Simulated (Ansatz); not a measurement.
# SiO2: further runs on the relaxed cell

An exercise on one series of results from a longer session: the logs are not shown, and one member is left open.

Method: DFT r2SCAN, scalar-relativistic, plane waves, PAW, in Ansatz 0.2.0.

1 further run of the same task is left out (set aside as unsound or not needed).

## The system as given

It takes space group I-42d (No. 122, tetragonal). Conventional cell: a = 4.946 Å, b = 4.946 Å, c = 7.313 Å, α = 90.00°, β = 90.00°, γ = 90.00°. Si (site symmetry -4) is surrounded by 4 O at 1.61 Å. O (site symmetry 2) is surrounded by 2 Si at 1.61 Å.

Coordinates:

```cif
data_structure
_symmetry_space_group_name_H-M 'I-42d'
_symmetry_Int_Tables_number 122
_cell_length_a 4.9465
_cell_length_b 4.9465
_cell_length_c 7.3127
_cell_angle_alpha 90.000
_cell_angle_beta 90.000
_cell_angle_gamma 90.000
_cell_volume 178.93
loop_
_atom_site_label
_atom_site_type_symbol
_atom_site_symmetry_multiplicity
_atom_site_Wyckoff_symbol
_atom_site_fract_x
_atom_site_fract_y
_atom_site_fract_z
_atom_site_occupancy
Si1 Si 4 a 0.00000 0.00000 0.00000 1
O1 O 8 d 0.25000 0.59817 0.37500 1
```

It is the result of an earlier relaxation at this level (volume 14.91 Å³/atom; gap on the mesh: 6.56 eV).

The first run:

input.yaml

```yaml
crystal:
  lattice:
    - [-2.4482606454, 2.4482606454, 3.6194217717]
    - [2.4482606454, -2.4482606454, 3.6194217717]
    - [2.4482606454, 2.4482606454, -3.6194217717]
  atoms:
    - { symbol: Si, position: [0.0, 0.0, 0.0] }
    - { symbol: Si, position: [0.75, 0.25, 0.5] }
    - { symbol: O, position: [0.9731664815, 0.625, 0.8481664815] }
    - { symbol: O, position: [0.375, 0.2231664815, 0.3481664815] }
    - { symbol: O, position: [0.7768335185, 0.125, 0.1518335185] }
    - { symbol: O, position: [0.875, 0.0268335185, 0.6518335185] }
basis:
  ecutwfc: 500
kpoints:
  mp_grid: { grid: [8, 8, 8] }
hamiltonian:
  xc: r2scan
scf:
  occupations: { method: gaussian, width: 0.02 }
output:
  forces: true
  stress: true
  eigenvalues: true
relax:
  adjacent_minimum: "off"
  f_tol: 0.01
  max_steps: 30
  cell: { stress_tol: 0.1, fix: [volume] }
```

Launch:

```bash
ansatz run input.yaml --threads 1 --pin off --max-ram 2560MiB --backend cpu --events-out ev --progress --plain --runs-dir out
```

Among the steps run: Point at V/V0 = 0.97; Point at V/V0 = 1.03; The cell scaled to 0.94 of its volume; Volume × 1.06; The cell scaled to 0.91 of its volume; The cell scaled to 1.10 of its volume; Point at V/V0 = 0.88.

One table of the session follows, with a row left open; its other results are not shown here.

It belongs to the step «Fit of the equation of state». 

| volume (Å³/atom) | energy above the lowest point (meV/atom) | pressure (GPa) | gap on the mesh (eV) |
| --- | --- | --- | --- |
| 13.121 | 18.2 | 3.52 | 7.06 |
| 13.569 | 9.8 | 2.48 | 6.92 |
| 14.016 | 4.2 | 1.55 | 6.80 |
| 14.463 | 1.0 | 0.76 | 6.68 |
| 14.910 | 0.0 | 0.00 | 6.56 |
| 15.358 | 0.9 | -0.69 | 6.44 |
| 15.805 | ? | ? | ? |
| 16.402 | 9.7 | -1.99 | 6.19 |

Estimate the missing values for volume (Å³/atom) = 15.805.

Worked estimate for «energy above the lowest point (meV/atom)». A straight line through the neighbours (15.358, 0.9) and (16.402, 9.7) gives 0.9 + (9.7 − 0.9) × (15.805 − 15.358) / (16.402 − 15.358) = 4.7; a parabola fitted to 3 rows on both sides gives 3.5.

As computed: energy above the lowest point (meV/atom): 3.6; pressure (GPa): -1.25; gap on the mesh (eV): 6.33. In «energy above the lowest point (meV/atom)» the line misses by +1.1 and the parabola by -0.1.
